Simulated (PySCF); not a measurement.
# ScB: basis, grid and Hamiltonian

Which parts of the numerical set-up matter for ScB? Each run edits the base script.

The runs use PySCF 2.14.0; each script names its method and basis.

## Step 1: The system as given

ScB: 2 atoms, charge 0, spin multiplicity 1.

Bond lengths: Sc1–B2 2.242 Å.

## Step 2: The base run

input.py

```python
from pyscf import gto, dft

mol = gto.M(
    atom='Sc 0 0 0; B 0 0 2.242',
    basis='6-31g',
    charge=0,
    spin=0,
    verbose=4,
)
mf = dft.RKS(mol, xc='pw6b95')
mf.kernel()
mf.stability(internal=True, external=True)
mf.dip_moment()
print('orbital energies (hartree):', mf.mo_energy[..., max(0, mol.nelec[1]-3):mol.nelec[0]+3].round(4))
```

On the command line:

```
OMP_NUM_THREADS=1 python input.py
```

Its log is not repeated here.

In short: E(SCF) = -785.763634 Eh, 15 cycles, μ = 1.62 D, internal unstable; real -> complex unstable; RHF/RKS -> UHF/UKS unstable.

The bond length is a typed value, not an optimised one. A lower solution of the same kind exists, so this energy is an upper bound.

## Step 3: Integration grid 5

Variant 1 changes integration grid: default → 5.

input.py

```python
from pyscf import gto, dft

mol = gto.M(
    atom='Sc 0 0 0; B 0 0 2.242',
    basis='6-31g',
    charge=0,
    spin=0,
    verbose=4,
)
mf = dft.RKS(mol, xc='pw6b95')
mf.grids.level = 5
mf.kernel()
mf.stability(internal=True, external=True)
mf.dip_moment()
print('orbital energies (hartree):', mf.mo_energy[..., max(0, mol.nelec[1]-3):mol.nelec[0]+3].round(4))
```

On the command line:

```
OMP_NUM_THREADS=1 python input.py
```

## Step 4: Def2-svp

Variant 2 changes basis set: 6-31g → def2-svp.

Edit input.py of step 2 so:

```diff
@@ -4,3 +4,3 @@
     atom='Sc 0 0 0; B 0 0 2.242',
-    basis='6-31g',
+    basis='def2-svp',
     charge=0,
```

## Step 5: Integration grid 0

Variant 3 changes integration grid: default → 0.

Edit input.py of step 2 so:

```diff
@@ -10,2 +10,3 @@
 mf = dft.RKS(mol, xc='pw6b95')
+mf.grids.level = 0
 mf.kernel()
```

## Step 6: Def2-svpd

Variant 4 changes basis set: 6-31g → def2-svpd.

Edit input.py of step 2 so:

```diff
@@ -4,3 +4,3 @@
     atom='Sc 0 0 0; B 0 0 2.242',
-    basis='6-31g',
+    basis='def2-svpd',
     charge=0,
```

**Question.** What will these runs give? Wanted: for each run, E(SCF); from base; gap; SCF dipole; after the SCF.

As calculated:

```tsv
run	E(SCF) (hartree)	from base (eV)	cycles	gap (eV)	SCF dipole (D)	functions	after the SCF
base	-785.763634	0	15	1.73	1.62	36	unstable: internal, real -> complex, RHF/RKS -> UHF/UKS
integration grid 5	-785.763633	0.0000	40	1.73	1.62	36	unstable: real -> complex, RHF/RKS -> UHF/UKS
def2-svp	-785.703024	+1.6493	18	1.69	3.07	45	unstable: real -> complex, RHF/RKS -> UHF/UKS
integration grid 0 (poor choice)	-785.775062	-0.3110	19	1.75	1.62	36	unstable: real -> complex, RHF/RKS -> UHF/UKS
def2-svpd	-785.706371	+1.5582	16	1.67	2.88	54	unstable: real -> complex, RHF/RKS -> UHF/UKS
```

No change of the SCF energy comes from integration grid 5. The largest comparable shift of the SCF energy, +1.649 eV, comes with the run “def2-svp”. def2-svp (45 functions) gives an energy 1.65 eV higher than 6-31g (36); size alone doesn't order basis sets of different families. def2-svpd (54 functions) gives an energy 1.56 eV higher than 6-31g (36); size alone doesn't order basis sets of different families. The base needs 15 cycles and the run with integration grid 5 needs 40. Rows marked «poor choice» come from settings spoiled on purpose.
